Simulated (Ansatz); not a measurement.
MoSe in Ansatz: convergence with k mesh

Input of the first run (k mesh 2 × 2 × 2); the others differ in this setting and in those tied to it:

File input.yaml:

```yaml
crystal:
  lattice:
    - [3.50022959, 0.0, 0.0]
    - [0.0, 3.50022959, 0.0]
    - [0.0, 0.0, 3.50022959]
  atoms:
    - { symbol: Mo, position: [0.0, 0.0, 0.0] }
    - { symbol: Se, position: [0.5, 0.5, 0.5] }
hamiltonian:
  xc: r2scan
  pseudopotentials: { kind: paw, source: jth }
kpoints:
  mp_grid: { grid: [2, 2, 2] }
scf:
  occupations: { method: gaussian, width: 0.05 }
output:
  forces: true
  stress: true
  eigenvalues: true
```

Potentials or basis: JTH PAW.

Run with:

```bash
$ ansatz run input.yaml --threads 2 --pin off --max-ram 5632MiB --backend cpu --events-out ev --progress --plain --runs-dir out
```

The cell was built by a generator and needn't be a form met in nature.

Hardware: 2 threads of Arm Neoverse V1, on a shared host.

| k mesh | energy less the tightest run, at zero smearing (meV/atom) | pressure (GPa) | SCF cycles | CPU time (s) | peak memory (GiB) |
| --- | --- | --- | --- | --- | --- |
| 2 × 2 × 2 | 157.71 | -25.67 | 11 | 10 | 1.3 |
| 3 × 3 × 3 | 153.07 | -28.53 | 9 | 9.4 | 1.3 |
| 4 × 4 × 4 | -6.42 | -28.33 | 8 | 12 | 1.3 |
| 6 × 6 × 6 | 9.05 | -28.41 | 8 | 16 | 1.4 |
| 7 × 7 × 7 | -0.98 | -28.10 | 9 | 17 | 1.4 |
| 9 × 9 × 9 | 1.80 | -28.27 | 8 | 23 | 1.4 |
| 10 × 10 × 10 | 2.06 | -28.08 | 9 | 33 | 1.5 |
| 12 × 12 × 12 | 0.00 | -28.20 | 8 | 44 | 1.6 |

Not settled before the last step: the energy (to 1 meV/atom), the pressure (to 0.1 GPa). Meshes of other sizes hit other points, so gaps and Fermi surfaces needn't settle smoothly. The tightest run that finished is the yardstick and may itself not be fully converged.

Caveat, for the tightest run too: a pressure of tens of GPa on the cell as given is suspect, and the run, the potentials or the cell itself is likely at fault.
